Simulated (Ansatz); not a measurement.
# Li (Fm-3m): an equation of state far from equilibrium

An exercise on one series of results from a longer session: the logs are not shown, and one member is left open.

Computed with Ansatz 0.2.0 (DFT PBEsol, scalar-relativistic, plane waves, PAW, unless a step's input says otherwise).

## The structure to begin with

The structure is cubic, space group Fm-3m (No. 225). Conventional cell: a = 4.322 Å, b = 4.322 Å, c = 4.322 Å, α = 90.00°, β = 90.00°, γ = 90.00°. Li (site symmetry m-3m) is surrounded by 12 Li at 3.06 Å.

Structure file:

```
CELL_PARAMETERS angstrom
0.00000 2.16091 2.16091
2.16091 0.00000 2.16091
2.16091 2.16091 0.00000
ATOMIC_POSITIONS crystal
Li 0.00000 0.00000 0.00000
```

This cell comes from an earlier session at PBEsol: 20.181 Å³/atom at -0.02 GPa, on a 18×18×18 mesh.

Set-up of the first run:

input.yaml

```yaml
crystal:
  lattice:
    - [0.0, 2.1317031661, 2.1317031661]
    - [2.1317031661, 0.0, 2.1317031661]
    - [2.1317031661, 2.1317031661, 0.0]
  atoms:
    - { symbol: Li, position: [0.0, 0.0, 0.0] }
basis:
  ecutwfc: 420
  ecutrho_ratio: 4
kpoints:
  mp_grid: { grid: [18, 18, 18] }
hamiltonian:
  xc: pbesol
scf:
  occupations: { method: gaussian, width: 0.05 }
output:
  forces: true
  stress: true
  eigenvalues: true
```

Started as:

```console
ansatz run input.yaml --threads 1 --pin off --max-ram 2560MiB --backend cpu --events-out ev --progress --plain --runs-dir out
```

Among the steps run: Volume × 0.96; Volume × 1.04; Volume × 0.92; Volume × 0.88; Volume × 0.84; Volume × 0.8.

One of the session's tables, all rows but one given; the rest of the session is left out.

It belongs to the step «The curve». 

| volume (Å³/atom) | energy above the lowest (meV/atom) | pressure (GPa) |
| --- | --- | --- |
| 16.145 | 48.2 | 4.4 |
| 16.952 | 27.7 | 3.2 |
| 17.759 | 14.5 | 2.1 |
| 18.566 | 5.9 | 1.3 |
| 19.374 | ? | ? |
| 20.181 | 0.0 | 0.0 |
| 20.988 | 1.4 | -0.5 |

Estimate the missing values for volume (Å³/atom) = 19.374.

Worked estimate for «energy above the lowest (meV/atom)». A straight line through the neighbours (18.566, 5.9) and (20.181, 0.0) gives 5.9 + (0.0 − 5.9) × (19.374 − 18.566) / (20.181 − 18.566) = 2.9; a parabola fitted to 4 rows on both sides gives 1.3.

The run gave: energy above the lowest (meV/atom): 1.3; pressure (GPa): 0.6. In «energy above the lowest (meV/atom)» the line misses by +1.6 and the parabola by 0.0.

Limits of these values: The k mesh is not the same at all volumes. Other structures may be lower in enthalpy at these pressures.
